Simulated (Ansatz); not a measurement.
# CH₄FGaSi: basis-set convergence

One table from this session's results is given with a row withheld; the runs are named, their logs left out.

The runs use Ansatz 0.2.0, Gaussian basis; one geometry, several basis sets.

Plan: PBE0-D4/def2-SVP; ωB97M-V/def2-SVP; PBE0-D4/def2-QZVPP; ωB97M-V/def2-QZVPP; the functionals' def2-TZVPP values are taken from earlier runs.

### Structure used throughout

All runs share one geometry, relaxed beforehand with PBE0-D4 in a triple-zeta def2 set.

8 atoms, charge 0, spin multiplicity 1.

Atoms are counted from 1 here; the program's logs count them from 0.

Bond lengths: F1–Si4 1.623 Å, Ga2–C3 2.074 Å, C3–Si4 1.832 Å, C3–H5 1.096 Å, C3–H6 1.096 Å, Si4–H7 1.486 Å, Si4–H8 1.486 Å. Angles: Ga2–C3–Si4 112.5°, Ga2–C3–H5 106.1°, Ga2–C3–H6 106.2°, Si4–C3–H5 111.8°, Si4–C3–H6 111.8°, H5–C3–H6 108.0°, F1–Si4–C3 107.6°, F1–Si4–H7 105.3°, F1–Si4–H8 105.3°, C3–Si4–H7 113.9°, C3–Si4–H8 113.8°, H7–Si4–H8 110.2°.

The first run:

The input, in.yaml:

```yaml
crystal:
  periodic: [false, false, false]
  atoms:
    - {symbol: F, position_ang: [-0.157499, -1.694836, 0.995391]}
    - {symbol: Ga, position_ang: [0.538613, 1.163740, 2.091821]}
    - {symbol: C, position_ang: [0.197969, 0.911198, 0.061464]}
    - {symbol: Si, position_ang: [-0.198758, -0.823704, -0.373471]}
    - {symbol: H, position_ang: [1.105027, 1.261256, -0.445431]}
    - {symbol: H, position_ang: [-0.619787, 1.593634, -0.198774]}
    - {symbol: H, position_ang: [0.797158, -1.461124, -1.273163]}
    - {symbol: H, position_ang: [-1.570622, -1.007266, -0.913737]}
basis:
  gaussian: {orbitals: def2-SVP}
hamiltonian: {xc: pbe0, dispersion: d4}
output: {orbitals: {seedname: orbitals}}
```

Started as:

```
$ ansatz run in.yaml --threads 2 --pin off --events-out ev --progress --plain --max-ram 4352MiB
```

Steps of the session up to this table: PBE0-D4 in def2-SVP; ωB97M-V in def2-SVP; PBE0-D4 in def2-QZVPP; ωB97M-V in def2-QZVPP.

One of the session's tables, all rows but one given; the rest of the session is left out.

It belongs to the step «Density functionals: the series». 

```
functional       basis  HOMO (eV)  LUMO (eV)
   PBE0-D4    def2-SVP      -6.02      -1.55
   PBE0-D4  def2-TZVPP      -6.03      -1.56
   PBE0-D4  def2-QZVPP      -6.06      -1.61
   ωB97M-V    def2-SVP      -8.04       0.20
   ωB97M-V  def2-TZVPP          ?          ?
   ωB97M-V  def2-QZVPP      -8.09      -0.02
```

**Question.** Estimate the row for ωB97M-V, def2-TZVPP.

As computed: HOMO (eV): -8.06; LUMO (eV): 0.15. In the column «HOMO (eV)» it lies between ωB97M-V, def2-QZVPP (-8.09) and ωB97M-V, def2-SVP (-8.04).
